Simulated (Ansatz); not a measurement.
# SnBH₅ (SMILES [BH2][SnH3]): one structure at several levels

The task here is to estimate one member of a computed series from the others.

Program: Ansatz 0.2.0, Gaussian basis. Level of theory: single points in def2-TZVPP. These are calculated values, not measurements.

Correlated methods freeze the cores. Filled d shells of the heavier atoms are correlated. Core potentials replace the inner electrons past krypton, and spin-orbit coupling is left out.

**The starting structure**

SMILES `[BH2][SnH3]`, 7 atoms, charge 0, spin multiplicity 1.

Atoms are counted from 1 here; the program's logs count them from 0.

Bond lengths: B1–Sn2 2.152 Å, B1–H3 1.182 Å, B1–H4 1.167 Å, Sn2–H5 1.658 Å, Sn2–H6 1.674 Å, Sn2–H7 1.620 Å. Angles: Sn2–B1–H3 120.8°, Sn2–B1–H4 125.5°, H3–B1–H4 113.7°, B1–Sn2–H5 114.1°, B1–Sn2–H6 115.1°, B1–Sn2–H7 120.6°, H5–Sn2–H6 99.1°, H5–Sn2–H7 102.3°, H6–Sn2–H7 102.7°.

As a file:

```
B    -0.24630   -1.31890    0.22000
Sn    0.17000    0.76500   -0.11760
H     0.62580   -2.07960    0.46190
H    -1.30170   -1.81420    0.17640
H    -0.37600    1.33630   -1.57490
H    -0.63350    1.82370    0.90060
H     1.69210    1.31850   -0.07740
```

The first run:

run/in.yaml reads:

```yaml
crystal:
  periodic: [false, false, false]
  atoms:
    - {symbol: B, position_ang: [-0.246300, -1.318900, 0.220000]}
    - {symbol: Sn, position_ang: [0.170000, 0.765000, -0.117600]}
    - {symbol: H, position_ang: [0.625800, -2.079600, 0.461900]}
    - {symbol: H, position_ang: [-1.301700, -1.814200, 0.176400]}
    - {symbol: H, position_ang: [-0.376000, 1.336300, -1.574900]}
    - {symbol: H, position_ang: [-0.633500, 1.823700, 0.900600]}
    - {symbol: H, position_ang: [1.692100, 1.318500, -0.077400]}
basis:
  gaussian: {orbitals: def2-TZVPP}
correlation: {method: ccsd_t}
output: {forces: true}
```

No record of the launch command was kept for these runs.

Steps of the session up to this table: CCSD(T)/def2-TZVPP; PBE0-D4/def2-TZVPP; wB97M-V/def2-TZVPP; r2SCAN-D4/def2-TZVPP; PBE-D4/def2-TZVPP; LC-wPBE/def2-TZVPP; BHLYP-D4/def2-TZVPP.

One of the session's tables, all rows but one given; the rest of the session is left out.

| method | RMS force component (eV/Å) | angle to CCSD(T) forces (°) | dipole (D) |
| --- | --- | --- | --- |
| CCSD(T) | 0.510 | reference | 1.07 |
| PBE0-D4 | ? | ? | ? |
| wB97M-V | 0.513 | 5.7 | 1.10 |
| r2SCAN-D4 | 0.511 | 10.0 | 0.98 |
| PBE-D4 | 0.559 | 19.0 | 0.88 |
| LC-wPBE | 0.498 | 4.5 | 1.13 |
| BHLYP-D4 | 0.558 | 11.4 | 1.20 |

Estimate the missing values for PBE0-D4.

**Answer.** RMS force component (eV/Å): 0.529; angle to CCSD(T) forces (°): 8.9; dipole (D): 1.04. In the column «RMS force component (eV/Å)» it lies between wB97M-V (0.513) and BHLYP-D4 (0.558).
